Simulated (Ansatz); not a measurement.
**F2GaH5O: two geometries relaxed**

Are the two ends of the reaction (exchange6) separate minima, and which lies lower? Each is relaxed from a guess. Meant to form: Ga1–O6, H5–F8, H7–F2; to break: Ga1–F2, H5–O6, H7–F8. The start is a guess near the saddle point, from which both ends are pulled out.

All numbers below are computed with Ansatz 0.2.0 (RKS r2SCAN/def2-SVP).

### Step 1. The starting structure

Bond lengths: Ga1–F2 2.126 Å, Ga1–H3 1.531 Å, Ga1–H4 1.526 Å, Ga1–O6 2.193 Å, O6–H9 0.955 Å. Angles: F2–Ga1–H3 105.6°, F2–Ga1–H4 103.9°, F2–Ga1–O6 89.1°, H3–Ga1–H4 134.3°, H3–Ga1–O6 109.9°, H4–Ga1–O6 104.8°, Ga1–O6–H9 131.7°.

Coordinates:

```xyz
9

Ga   -1.0975    0.2376   -0.7984
F     0.9319    0.2599   -1.4317
H    -1.7068   -1.0252   -1.4122
H    -1.4916    1.7114   -0.7826
H     0.8476   -0.1429    1.1321
O    -0.4176   -0.1806    1.2446
H     1.6432    0.0928   -0.4813
F     1.9532   -0.0930    0.6600
H    -0.6623   -0.8599    1.8693
```

### Step 2. A restrained relaxation towards end A

Springs on the bonds that form and break draw the guess towards this end; the thresholds are loose.

input.yaml reads:

```yaml
crystal:
  periodic: [false, false, false]
  atoms:
    - { symbol: Ga, position_ang: [-1.0975, 0.2376, -0.7984] }
    - { symbol: F, position_ang: [0.9319, 0.2599, -1.4317] }
    - { symbol: H, position_ang: [-1.7068, -1.0252, -1.4122] }
    - { symbol: H, position_ang: [-1.4916, 1.7114, -0.7826] }
    - { symbol: H, position_ang: [0.8476, -0.1429, 1.1321] }
    - { symbol: O, position_ang: [-0.4176, -0.1806, 1.2446] }
    - { symbol: H, position_ang: [1.6432, 0.0928, -0.4813] }
    - { symbol: F, position_ang: [1.9532, -0.093, 0.66] }
    - { symbol: H, position_ang: [-0.6623, -0.8599, 1.8693] }
basis:
  gaussian: { orbitals: def2-SVP }
hamiltonian:
  xc: r2scan
relax:
  f_tol: 0.15
  max_steps: 25
  restrain:
    - { distance: [0, 5], at: 3.18, k: 30.0 }
    - { distance: [4, 7], at: 2.18, k: 30.0 }
    - { distance: [6, 1], at: 2.18, k: 30.0 }
    - { distance: [0, 1], at: 1.79, k: 30.0 }
    - { distance: [4, 5], at: 0.97, k: 30.0 }
    - { distance: [6, 7], at: 0.88, k: 30.0 }
```

Launch:

```console
$ ansatz run input.yaml --threads 2 --pin off --max-ram 3072MiB --backend cpu --events-out ev --progress --plain --runs-dir out
```

Log, cut to the lines that bear on the results:

```text
Warning: RAYON_NUM_THREADS=2 ignored (pool sized by the plan → 2); use --threads N
[...]
Functional definition: r2SCAN
[...]
1084 factors; their error is unknown
[...]
mean field -59925.33218802 eV, -2202.2153390608 hartree, gradient 3.2e-5 eV, S^2 0.000000; 0 other end points of the search recorded, 0 dependent functions left out
[...]
reference -59925.33219980 eV, -2202.2153394936 hartree; 31, 31 occupied and 68, 68 virtual orbitals, 1084 factors
relax step   1: F+E_penalty+E_count = -59925.33218802 eV  Δ(F+E_penalty+E_count) = +0.000e0 eV  max|allowed force component| = 1.915e0 eV/Å  E_restraint = 47.91300963 eV  max|allowed force component, restraints' pulls added| = 3.743e1 eV/Å  Δτ_max = 0.0000 Å  (27 SCF iters, accepted)
[...]
relax step   7: F+E_penalty+E_count = -59925.09728884 eV  Δ(F+E_penalty+E_count) = +2.355e-5 eV  max|allowed force component| = 1.022e0 eV/Å  E_restraint = 0.05064323 eV  max|allowed force component, restraints' pulls added| = 1.362e0 eV/Å  Δτ_max = 0.1650 Å  (27 SCF iters, rejected (line search))
[...]
relax step   8: F+E_penalty+E_count = -59925.11360272 eV  Δ(F+E_penalty+E_count) = -1.629e-2 eV  max|allowed force component| = 1.168e0 eV/Å  E_restraint = 0.02482969 eV  max|allowed force component, restraints' pulls added| = 1.047e-1 eV/Å  Δτ_max = 0.0825 Å  (28 SCF iters, accepted)
  distance Ga 0 - O 5 = 3.1618 Å
  distance H 4 - F 7 = 2.1732 Å
  distance H 6 - F 1 = 2.1677 Å
  distance Ga 0 - F 1 = 1.7851 Å
  distance H 4 - O 5 = 0.9708 Å
  distance H 6 - F 7 = 0.9132 Å
1084 factors; their error is unknown
mean field -59925.11360272 eV, -2202.2073061990 hartree, gradient 6.4e-6 eV, S^2 0.000000; 1 other end points of the search recorded, 0 dependent functions left out
[...]
reference -59925.11361480 eV, -2202.2073066429 hartree; 31, 31 occupied and 68, 68 virtual orbitals, 1084 factors
Total energy: -59925.11361480 eV, -2202.2073066429 hartree
Atom 0 at    -1.209801     0.384418    -1.299890 Å, force     0.179040    -0.067119     0.517274 eV/Å
Atom 1 at     0.545743     0.318463    -1.616708 Å, force     0.148980    -0.058573     0.233102 eV/Å
Atom 2 at    -1.912423    -0.992590    -1.437609 Å, force     0.057654    -0.035369    -0.012159 eV/Å
Atom 3 at    -1.741182     1.827384    -1.105643 Å, force     0.042915     0.017559    -0.005939 eV/Å
Atom 4 at     0.560100    -0.151287     1.552948 Å, force     0.156212     0.010198    -0.083382 eV/Å
Atom 5 at    -0.398513    -0.176082     1.704259 Å, force    -0.121122     0.058541    -0.496680 eV/Å
Atom 6 at     2.223194     0.043938    -0.271444 Å, force    -0.621890     0.259192    -1.167539 eV/Å
Atom 7 at     2.501952    -0.145579     0.577289 Å, force     0.136664    -0.223320     1.044613 eV/Å
Atom 8 at    -0.568971    -1.108565     1.896599 Å, force     0.021546     0.038891    -0.029289 eV/Å
Dipole moment:    -0.278309    -0.237229    -0.100790 e Å
```

It took 29 s on 2 threads of Arm Neoverse V1, shared host; peak memory 0.15 GiB.

Step by step:

```csv
step,energy from step 1 (eV),largest force component (eV/Å)
1,0.0000,1.9150
2,-0.0863,3.0235
3,0.5296,7.1777
4,0.2984,1.6778
5,0.2915,1.1691
6,0.2349,0.9139
7x,0.2349,1.0220
8,0.2186,1.1675
```

Step 1 is the start. 1 step was tried and not accepted (marked x). Energies and forces in the table leave out the springs, which the log lists apart; the run stops on the force with the springs' pull added.

After: Bond lengths: Ga1–F2 1.785 Å, Ga1–H3 1.552 Å, Ga1–H4 1.550 Å, H5–O6 0.971 Å, H7–F8 0.913 Å, O6–H9 0.967 Å. Angles: F2–Ga1–H3 113.4°, F2–Ga1–H4 113.2°, H3–Ga1–H4 133.0°, H5–O6–H9 103.3°.

Pairs that crossed the distance rule for bonds on the way: came closer H5–O6, H7–F8; moved apart Ga1–O6.

### Step 3. Relaxing end A

It starts where the restrained run ended.

input.yaml reads:

```yaml
crystal:
  periodic: [false, false, false]
  atoms:
    - { symbol: Ga, position_ang: [-1.209801, 0.384418, -1.29989] }
    - { symbol: F, position_ang: [0.545743, 0.318463, -1.616708] }
    - { symbol: H, position_ang: [-1.912423, -0.99259, -1.437609] }
    - { symbol: H, position_ang: [-1.741182, 1.827384, -1.105643] }
    - { symbol: H, position_ang: [0.5601, -0.151287, 1.552948] }
    - { symbol: O, position_ang: [-0.398513, -0.176082, 1.704259] }
    - { symbol: H, position_ang: [2.223194, 0.043938, -0.271444] }
    - { symbol: F, position_ang: [2.501952, -0.145579, 0.577289] }
    - { symbol: H, position_ang: [-0.568971, -1.108565, 1.896599] }
basis:
  gaussian: { orbitals: def2-SVP }
hamiltonian:
  xc: r2scan
relax:
  f_tol: 0.03
  max_steps: 50
```

Launch:

```console
$ ansatz run input.yaml --threads 2 --pin off --max-ram 3072MiB --backend cpu --events-out ev --progress --plain --runs-dir out
```

Log, cut to the lines that bear on the results:

```text
Warning: RAYON_NUM_THREADS=2 ignored (pool sized by the plan → 2); use --threads N
[...]
Functional definition: r2SCAN
[...]
1084 factors; their error is unknown
[...]
mean field -59925.11358534 eV, -2202.2073055605 hartree, gradient 1.9e-5 eV, S^2 0.000000; 0 other end points of the search recorded, 0 dependent functions left out
[...]
reference -59925.11359744 eV, -2202.2073060050 hartree; 31, 31 occupied and 68, 68 virtual orbitals, 1084 factors
relax step   1: F+E_penalty+E_count = -59925.11358534 eV  Δ(F+E_penalty+E_count) = +0.000e0 eV  max|allowed force component| = 1.168e0 eV/Å  Δτ_max = 0.0000 Å  (26 SCF iters, accepted)
[...]
relax step   4: F+E_penalty+E_count = -59926.09712986 eV  Δ(F+E_penalty+E_count) = -3.502e-1 eV  max|allowed force component| = 1.017e0 eV/Å  Δτ_max = 0.1948 Å  (27 SCF iters, accepted)
[...]
Total energy: -59926.28768713 eV, -2202.2504530053 hartree
Atom 0 at    -0.973846     0.241072    -0.777462 Å, force     0.000870     0.004439    -0.005699 eV/Å
Atom 1 at     0.761652    -0.056805    -1.372200 Å, force    -0.001247    -0.002542     0.001295 eV/Å
Atom 2 at    -1.852254    -0.992823    -1.134032 Å, force    -0.002027     0.000175    -0.000094 eV/Å
Atom 3 at    -1.236548     1.769628    -0.756556 Å, force     0.001460    -0.004620     0.002142 eV/Å
Atom 4 at     0.582617    -0.019189     1.176064 Å, force    -0.011891     0.003497     0.003022 eV/Å
Atom 5 at    -0.412045    -0.182396     1.150428 Å, force     0.013511    -0.003871     0.005326 eV/Å
Atom 6 at     1.661840     0.119858    -0.301647 Å, force     0.000463     0.000840    -0.002296 eV/Å
Atom 7 at     2.008444     0.230744     0.618692 Å, force     0.003946     0.002440    -0.001107 eV/Å
Atom 8 at    -0.539760    -1.109989     1.396513 Å, force    -0.005085    -0.000357    -0.002589 eV/Å
Dipole moment:    -0.273187    -0.336483     0.359373 e Å
```

Wall time 52 s (2 threads of Arm Neoverse V1, shared host); peak memory 0.16 GiB.

Relaxation path:

```csv
step,energy from step 1 (eV),largest force component (eV/Å)
1,0.0000,1.1675
2,-0.2590,0.7845
3,-0.6334,1.3062
4,-0.9835,1.0173
5,-1.1040,0.7279
6,-1.1518,0.3301
7,-1.1584,0.2639
8,-1.1619,0.3462
9,-1.1665,0.2440
10x,-1.1613,0.6465
11,-1.1720,0.0577
12,-1.1722,0.2711
13,-1.1736,0.0900
14,-1.1741,0.0135
```

Step 1 is the start. 1 step was tried and not accepted (marked x).

After: Bond lengths: Ga1–F2 1.859 Å, Ga1–H3 1.556 Å, Ga1–H4 1.551 Å, Ga1–O6 2.052 Å, H5–O6 1.008 Å, H7–F8 0.990 Å, O6–H9 0.968 Å. Angles: F2–Ga1–H3 109.1°, F2–Ga1–H4 108.7°, F2–Ga1–O6 90.7°, H3–Ga1–H4 133.5°, H3–Ga1–O6 101.9°, H4–Ga1–O6 103.7°, Ga1–O6–H5 105.1°, Ga1–O6–H9 113.6°, H5–O6–H9 106.2°.

Pairs that crossed the distance rule for bonds on the way: came closer Ga1–O6.

### Step 4. A restrained relaxation towards end B

Springs on the bonds that form and break draw the guess towards this end; the thresholds are loose.

input.yaml reads:

```yaml
crystal:
  periodic: [false, false, false]
  atoms:
    - { symbol: Ga, position_ang: [-1.0975, 0.2376, -0.7984] }
    - { symbol: F, position_ang: [0.9319, 0.2599, -1.4317] }
    - { symbol: H, position_ang: [-1.7068, -1.0252, -1.4122] }
    - { symbol: H, position_ang: [-1.4916, 1.7114, -0.7826] }
    - { symbol: H, position_ang: [0.8476, -0.1429, 1.1321] }
    - { symbol: O, position_ang: [-0.4176, -0.1806, 1.2446] }
    - { symbol: H, position_ang: [1.6432, 0.0928, -0.4813] }
    - { symbol: F, position_ang: [1.9532, -0.093, 0.66] }
    - { symbol: H, position_ang: [-0.6623, -0.8599, 1.8693] }
basis:
  gaussian: { orbitals: def2-SVP }
hamiltonian:
  xc: r2scan
relax:
  f_tol: 0.15
  max_steps: 25
  restrain:
    - { distance: [0, 5], at: 1.88, k: 30.0 }
    - { distance: [4, 7], at: 0.88, k: 30.0 }
    - { distance: [6, 1], at: 0.88, k: 30.0 }
    - { distance: [0, 1], at: 3.09, k: 30.0 }
    - { distance: [4, 5], at: 2.27, k: 30.0 }
    - { distance: [6, 7], at: 2.18, k: 30.0 }
output:
  orbitals: {}
```

Launch:

```console
$ ansatz run input.yaml --threads 2 --pin off --max-ram 3072MiB --backend cpu --events-out ev --progress --plain --runs-dir out
```

Log, cut to the lines that bear on the results:

```text
Warning: RAYON_NUM_THREADS=2 ignored (pool sized by the plan → 2); use --threads N
[...]
Functional definition: r2SCAN
[...]
1084 factors; their error is unknown
[...]
mean field -59925.33218802 eV, -2202.2153390608 hartree, gradient 3.2e-5 eV, S^2 0.000000; 0 other end points of the search recorded, 0 dependent functions left out
[...]
reference -59925.33219980 eV, -2202.2153394936 hartree; 31, 31 occupied and 68, 68 virtual orbitals, 1084 factors
relax step   1: F+E_penalty+E_count = -59925.33218802 eV  Δ(F+E_penalty+E_count) = +0.000e0 eV  max|allowed force component| = 1.915e0 eV/Å  E_restraint = 47.97036136 eV  max|allowed force component, restraints' pulls added| = 3.724e1 eV/Å  Δτ_max = 0.0000 Å  (27 SCF iters, accepted)
[...]
relax step   9: F+E_penalty+E_count = -59924.60257944 eV  Δ(F+E_penalty+E_count) = -6.622e-2 eV  max|allowed force component| = 1.439e0 eV/Å  E_restraint = 0.05772173 eV  max|allowed force component, restraints' pulls added| = 4.144e-1 eV/Å  Δτ_max = 0.1500 Å  (27 SCF iters, accepted)
[...]
relax step  10: F+E_penalty+E_count = -59924.62561145 eV  Δ(F+E_penalty+E_count) = -2.303e-2 eV  max|allowed force component| = 1.428e0 eV/Å  E_restraint = 0.05126427 eV  max|allowed force component, restraints' pulls added| = 1.134e-1 eV/Å  Δτ_max = 0.2000 Å  (27 SCF iters, accepted)
[...]
relax step  11: F+E_penalty+E_count = -59924.61994301 eV  Δ(F+E_penalty+E_count) = +5.668e-3 eV  max|allowed force component| = 8.548e-1 eV/Å  E_restraint = 0.09297262 eV  max|allowed force component, restraints' pulls added| = 1.869e0 eV/Å  Δτ_max = 0.1950 Å  (30 SCF iters, rejected (line search))
  distance Ga 0 - O 5 = 1.8580 Å
  distance H 4 - F 7 = 0.9358 Å
  distance H 6 - F 1 = 0.9290 Å
```

(Part 1 of 2 ends here.)
